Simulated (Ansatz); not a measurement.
**TiW: a single-point run**

Wanted: a converged single-point run for TiW, and a check of what comes out. The structure is shown as the input types it.

Computed with Ansatz 0.2.0 (DFT, PBEsol, PAW with Ansatz's default frozen-core files, scalar-relativistic, unless a step's input says otherwise).

### 1 The structure to begin with

It takes space group Cmmm (No. 65, orthorhombic). Conventional cell: a = 3.187 Å, b = 4.509 Å, c = 4.468 Å, α = 90.00°, β = 90.00°, γ = 90.00°. Ti (site symmetry mmm) has 4 W at 2.74 Å and 4 Ti at 2.76 Å as nearest neighbours. W (site symmetry mmm) has 4 Ti at 2.74 Å and 4 W at 2.76 Å as nearest neighbours.

Coordinates:

```xyz
2
Lattice="1.5937 -2.2546 0.0000 1.5937 2.2546 0.0000 0.0000 0.0000 4.4681" Properties=species:S:1:pos:R:3 pbc="T T T"
Ti    0.0000    0.0000    0.0000
W     1.5937    0.0000    2.2341
```

### 2 The calculation

The input, input.yaml:

```yaml
crystal:
  lattice:
    - [1.59372522, -2.2546343387, 0.0]
    - [1.59372522, 2.2546343387, 0.0]
    - [0.0, 0.0, 4.4681168022]
  atoms:
    - { symbol: Ti, position: [0.0, 0.0, 0.0], spin: 18.5 }
    - { symbol: W, position: [0.5, 0.5, 0.5], spin: 18.5 }
magnetization:
  spin_polarized: true
  initial_magnetization: 37.0
  spin_locking: { lock_magnetization: hard }
kpoints:
  mp_grid: { grid: [15, 15, 9] }
scf:
  occupations: { method: fermi_dirac, width: 0.08 }
  max_iter: 75
  lower_state_search: "off"
hamiltonian:
  xc: pbesol
  pseudopotentials: { kind: paw }
output:
  forces: true
  stress: true
  eigenvalues: true
```

Command:

```bash
ansatz run input.yaml --threads 1 --pin off --max-ram 3072MiB --backend cpu --events-out ev --progress --plain --runs-dir out
```

Q: Will this input give a usable result? If not, why, and what should change?

The run ended at the input check. Its message: «inconsistent input (magnetization.initial_magnetization, magnetization.spin_locking.lock_magnetization): the lock holds the spin channels at N_up = (N_el + M)/2 = 31.5 and N_down = (N_el − M)/2 = -5.5 electrons (N_el = 26 ...»

Look at the input: magnetization.initial_magnetization is 37.0. Each setting is valid alone, but not together.

Remedy: set magnetization.initial_magnetization to 0.4.
